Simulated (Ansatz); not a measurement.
# H9NOSi2 (built from SMILES N[SiH3].O[SiH3]): a reaction path by the nudged elastic band

What path joins these two structures, and how high does it climb? Both ends were relaxed at PBE0-D4 in triple zeta.

The runs use Ansatz 0.2.0, Gaussian basis; PBE0-D4/def2-SVP.

22 further runs of the same task are left out: 22 set aside as unsound or not needed.

**1. Where the work starts**

The first end: 13 atoms, charge 0, spin multiplicity 1.

Atoms are counted from 1 here; the program's logs count them from 0.

Bond lengths: Si1–H2 1.487 Å, Si1–H3 1.485 Å, Si1–H4 1.491 Å, Si1–N5 1.724 Å, N5–H9 1.008 Å, N5–H10 1.008 Å, H6–O7 0.958 Å, O7–Si8 1.651 Å, Si8–H11 1.489 Å, Si8–H12 1.488 Å, Si8–H13 1.480 Å. Angles: H2–Si1–H3 111.2°, H2–Si1–H4 108.0°, H2–Si1–N5 106.9°, H3–Si1–H4 108.4°, H3–Si1–N5 106.9°, H4–Si1–N5 115.5°, Si1–N5–H9 119.3°, Si1–N5–H10 119.6°, H9–N5–H10 110.4°, H6–O7–Si8 117.6°, O7–Si8–H11 111.1°, O7–Si8–H12 111.7°, O7–Si8–H13 105.9°, H11–Si8–H12 108.1°, H11–Si8–H13 109.9°, H12–Si8–H13 110.1°.

Geometry (Å):

```xyz
13
H9NOSi2
Si   -0.4997    0.8040    1.0397
H     0.6574    0.0351    1.5687
H    -0.3335    1.0982   -0.4064
H    -1.7248   -0.0274    1.2135
N    -0.5095    2.3204    1.8605
H     0.4417   -2.3245    0.0934
O    -0.0543   -1.8523   -0.5766
Si    0.7308   -1.4563   -1.9742
H    -1.1044    3.0605    1.5234
H    -0.4573    2.3419    2.8665
H     1.2186   -2.6744   -2.6781
H     1.8992   -0.5721   -1.7166
H    -0.2645   -0.7530   -2.8139
```

The second end:

```tsv
atom	x (Å)	y (Å)	z (Å)
Si1	-1.16858	0.73403	0.19461
H2	0.53252	-1.88796	2.42006
H3	-1.76941	1.74256	-0.71270
H4	-2.16909	0.06968	1.05859
N5	-0.05926	1.57066	1.17913
H6	0.40322	-1.78346	1.69196
O7	-0.53167	-0.46825	-0.72715
Si8	0.70075	-0.79424	-1.74862
H9	0.46492	2.36015	0.84266
H10	0.35658	1.16007	1.99795
H11	1.88806	-1.26346	-0.98671
H12	1.08088	0.41961	-2.52234
H13	0.27088	-1.85930	-2.68746
```

**2. The band at PBE0-D4/def2-SVP**

neb/in.yaml

```yaml
crystal:
  periodic: [false, false, false]
  atoms:
    - {symbol: Si, position_ang: [-0.499735, 0.804038, 1.039687]}
    - {symbol: H, position_ang: [0.657439, 0.035086, 1.568681]}
    - {symbol: H, position_ang: [-0.333505, 1.098233, -0.406364]}
    - {symbol: H, position_ang: [-1.724756, -0.027400, 1.213518]}
    - {symbol: N, position_ang: [-0.509508, 2.320405, 1.860529]}
    - {symbol: H, position_ang: [0.441670, -2.324529, 0.093412]}
    - {symbol: O, position_ang: [-0.054303, -1.852321, -0.576581]}
    - {symbol: Si, position_ang: [0.730797, -1.456262, -1.974166]}
    - {symbol: H, position_ang: [-1.104355, 3.060460, 1.523382]}
    - {symbol: H, position_ang: [-0.457342, 2.341860, 2.866461]}
    - {symbol: H, position_ang: [1.218614, -2.674391, -2.678103]}
    - {symbol: H, position_ang: [1.899240, -0.572094, -1.716601]}
    - {symbol: H, position_ang: [-0.264458, -0.752986, -2.813857]}
basis:
  gaussian: {orbitals: def2-SVP}
hamiltonian: {xc: pbe0, dispersion: d4}
neb:
  images: 5
  climbing: true
  max_iterations: 40
  initial_path: idpp
  final_atoms:
    - {symbol: Si, position_ang: [-1.168585, 0.734027, 0.194612]}
    - {symbol: H, position_ang: [0.532520, -1.887957, 2.420056]}
    - {symbol: H, position_ang: [-1.769409, 1.742562, -0.712696]}
    - {symbol: H, position_ang: [-2.169088, 0.069682, 1.058593]}
    - {symbol: N, position_ang: [-0.059256, 1.570663, 1.179133]}
    - {symbol: H, position_ang: [0.403220, -1.783462, 1.691955]}
    - {symbol: O, position_ang: [-0.531674, -0.468255, -0.727150]}
    - {symbol: Si, position_ang: [0.700749, -0.794236, -1.748620]}
    - {symbol: H, position_ang: [0.464924, 2.360147, 0.842661]}
    - {symbol: H, position_ang: [0.356584, 1.160074, 1.997954]}
    - {symbol: H, position_ang: [1.888055, -1.263456, -0.986707]}
    - {symbol: H, position_ang: [1.080884, 0.419606, -2.522336]}
    - {symbol: H, position_ang: [0.270878, -1.859296, -2.687456]}
```

Started as:

```bash
$ ansatz run in.yaml --threads 8 --pin off --events-out ev --progress --plain --max-ram 19148MiB
```

Q: Predict the outcome of this session. Wanted: from earlier runs: barrier over the separately found saddle, CCSD(T)/def2-TZVPP.

**Answer**, as computed:

```
                                                                       quantity                                                     value
                                                PBE0-D4/def2-SVP, 22 iterations  highest 26.7 kcal/mol (image 2), last end -19.9 kcal/mol
from earlier runs: barrier over the separately found saddle, CCSD(T)/def2-TZVPP                                             32.2 kcal/mol
```

**Reading.** The highest image lies 26.7 kcal/mol above the first end, and it climbed, so it estimates the saddle. The ends are not quite minima at this level (largest force component 0.50 eV/Å), so the heights are unreliable: relaxing the first end would lower it and raise the barrier above it. The highest image is 5.5 kcal/mol below the CCSD(T) barrier in triple zeta, which comes from separate runs on the saddle.
